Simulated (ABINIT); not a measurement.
Crystal: Zr3S2.

```xyz
5
Lattice="2.9025 1.6758 3.4878 -2.9025 1.6758 3.4878 0.0000 -3.3516 3.4878" Properties=species:S:1:pos:R:3 pbc="T T T"
Zr    0.9832    1.7029    5.2317
Zr    0.9832   -1.7029    5.2317
Zr   -1.9663    0.0000    5.2317
S     0.0000    0.0000    6.9583
S     0.0000    0.0000    3.5050
```

The cell comes from a database or a generator and needn't be the stable form of this composition.

- Program: ABINIT 10.8.3 (patched build)
- Task: relaxation of cell and atoms
- Functional: PBEsol
- Potentials or basis: PseudoDojo NC SR PBEsol v0.4.1 standard
- Cutoff: 898 eV
- k mesh: 4 × 4 × 4
- Occupations: fermi-dirac, width 0.05 eV
- Spin: no spin polarisation

At the start: pressure -5.0 GPa; volume 20.36 Å³/atom.

Problem. How do energy, volume and symmetry change on relaxing?

Solution. Over 10 steps the energy falls by 13.7 meV/atom and the volume is 19.51 Å³/atom (-4.2 %); space group R32 (No. 155, to 0.05 Å).

Step by step:
| step | energy change (eV) | largest force (eV/Å) | pressure (GPa) | volume (Å³) |
| --- | --- | --- | --- | --- |
| 1 | 0.0000 | 0.1114 | -5.04 | 101.79 |
| 2 | -0.0409 | 0.0581 | -3.27 | 100.23 |
| 3 | -0.0678 | 0.0424 | 0.18 | 97.51 |
| 4 | -0.0680 | 0.0325 | -0.01 | 97.65 |
| 5 | -0.0681 | 0.0234 | -0.09 | 97.69 |
| 6 | -0.0684 | 0.0168 | -0.13 | 97.69 |
| 7 | -0.0684 | 0.0197 | -0.06 | 97.63 |
| 8 | -0.0685 | 0.0177 | 0.00 | 97.58 |
| 9 | -0.0685 | 0.0140 | 0.02 | 97.56 |
| 10 | -0.0685 | 0.0067 | 0.04 | 97.55 |

Final structure:
```yaml
crystal:
  lattice:
    - [2.85712, 1.64956, 3.44959]
    - [-2.85712, 1.64956, 3.44959]
    - [0.00000, -3.29912, 3.44959]
  atoms:
    - { symbol: Zr, position: [0.83894, 0.50000, 0.16106] }
    - { symbol: Zr, position: [0.50000, 0.16106, 0.83894] }
    - { symbol: Zr, position: [0.16106, 0.83894, 0.50000] }
    - { symbol: S, position: [0.66485, 0.66485, 0.66485] }
    - { symbol: S, position: [0.33515, 0.33515, 0.33515] }
```
